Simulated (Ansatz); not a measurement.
# ClFHOSn radical: a ladder of functionals and wavefunction methods

How much do the methods differ for ClFHOSn radical? The plan is to run it at one geometry with functionals of several rungs and with coupled cluster, and see how far each lands from CCSD(T) at the basis-set limit for the atomisation energy.

The runs use Ansatz 0.2.0, Gaussian basis; functionals in def2-TZVPP, the program's frozen cores in correlated methods.

Levels to be run: LDA (SPW92), PBE-D4, revPBE-D4, BLYP-D4, r2SCAN-D4, B97M-V, PBE0-D4, B3LYP-D4, r2SCANh-D4, r2SCAN0-D4, HSE06-D4, BHLYP-D4, CAM-B3LYP-D4, LC-ωPBE, ωB97X-V, ωB97M-V, B2PLYP, PBE-QIDH; CCSD(T)/def2-SVP; CCSD(T)/def2-TZVPP; MP2/def2-QZVPP; extrapolation to the limit; RPA on PBE.

## 1. Structure used throughout

The geometry comes from an earlier relaxation with PBE0-D4 in a triple-zeta def2 set; it is a stationary point. Sn takes the def2 core potential; no spin-orbit term is included.

SMILES `[O][SnH]([F])[Cl]`, 5 atoms, charge 0, spin multiplicity 2.

Atoms are counted from 1 here; the program's logs count them from 0.

Bond lengths: O1–Sn2 1.971 Å, Sn2–F3 1.903 Å, Sn2–Cl4 2.291 Å, Sn2–H5 1.690 Å. Angles: O1–Sn2–F3 106.9°, O1–Sn2–Cl4 106.9°, O1–Sn2–H5 112.1°, F3–Sn2–Cl4 105.0°, F3–Sn2–H5 109.4°, Cl4–Sn2–H5 115.9°.

Geometry (Å):

```xyz
5

O     0.9886    1.2576    1.1054
Sn   -0.0379    0.0843   -0.1007
F     1.2279   -0.9233   -1.1032
Cl   -1.1087   -1.4539    1.2162
H    -1.0201    0.9617   -1.1592
```

## 2. LDA

This LDA is Slater exchange with PW92 correlation.

The input, in.yaml:

```yaml
crystal:
  periodic: [false, false, false]
  atoms:
    - {symbol: O, position_ang: [0.988620, 1.257592, 1.105420]}
    - {symbol: Sn, position_ang: [-0.037861, 0.084331, -0.100744]}
    - {symbol: F, position_ang: [1.227877, -0.923308, -1.103159]}
    - {symbol: Cl, position_ang: [-1.108718, -1.453938, 1.216183]}
    - {symbol: H, position_ang: [-1.020119, 0.961722, -1.159201]}
basis:
  gaussian: {orbitals: def2-TZVPP}
magnetization: {spin_polarized: true, initial_magnetization: 1}
hamiltonian: {xc: lda}
output: {orbitals: {seedname: orbitals}}
```

The runs that follow: PBE-D4 (GGA); revPBE-D4 (GGA); BLYP-D4 (GGA); r2SCAN-D4 (meta-GGA); B97M-V (meta-GGA); PBE0-D4 (hybrid); B3LYP-D4 (hybrid); r2SCANh-D4 (hybrid); r2SCAN0-D4 (hybrid); HSE06-D4 (hybrid); BHLYP-D4 (hybrid); CAM-B3LYP-D4 (range-separated); LC-ωPBE-D4 (range-separated); ωB97X-V (range-separated); ωB97M-V (range-separated); B2PLYP (double hybrid); PBE-QIDH (double hybrid); CCSD(T) in def2-SVP; CCSD(T) in def2-TZVPP; MP2 in def2-QZVPP; RPA on PBE orbitals.

**Question.** What will the summary of the whole plan be? Wanted: atomisation energy, CCSD(T)/CBS; farthest beyond LDA; mean size of error, GGA; mean size of error, meta-GGA; mean size of error, hybrid; mean size of error, range-separated; mean size of error, double hybrid; gap, smallest and largest; T1 diagnostic.

As calculated:

| quantity | value |
| --- | --- |
| atomisation energy, CCSD(T)/CBS | 1329.6 kJ/mol |
| functionals within 13.3 kJ/mol (1.0 %) | r2SCAN-D4, ωB97X-V |
| farthest beyond LDA | BHLYP-D4 (-107.6 kJ/mol) |
| mean size of error, GGA | 23.0 kJ/mol |
| mean size of error, meta-GGA | 14.4 kJ/mol |
| mean size of error, hybrid | 51.5 kJ/mol |
| mean size of error, range-separated | 16.4 kJ/mol |
| mean size of error, double hybrid | 53.2 kJ/mol |
| gap, smallest and largest | 0.19 eV (LDA (SPW92)), 10.12 eV (LC-ωPBE) |
| T1 diagnostic | 0.0146 |
| triples share of the correlation energy | 3.2 % |

LDA overbinds by 240.7 kJ/mol (18 %). PBE-D4 is off by +22.9 kJ/mol. Double hybrids carry the basis error of their MP2 part in triple zeta, and no dispersion term here, so their miss is partly the set-up's. Taken by rung, meta-GGA functionals do best (14.4 kJ/mol on average) and double hybrid ones worst beyond LDA (53.2 kJ/mol). The gap between the best rungs is small, so their order is not settled. Misses under about 13.3 kJ/mol are within the doubt on the reference itself, which lacks core-valence correlation, spin-orbit coupling and higher excitations, and its outer-core shells are covered unevenly. All levels share the lack of spin-orbit coupling, which lowers the free heavy atoms and so the true binding. Hartree-Fock recovers 63 % of the binding; the rest is correlation. CCSD(T) in def2-SVP is off by -176.0 kJ/mol, so the small basis spoils what the method gains. The gap grows from 0.2 to 10.1 eV across the functionals, mostly with the share of exact exchange. Correlated methods include outer-core shells of Sn, which these sets cover unevenly.
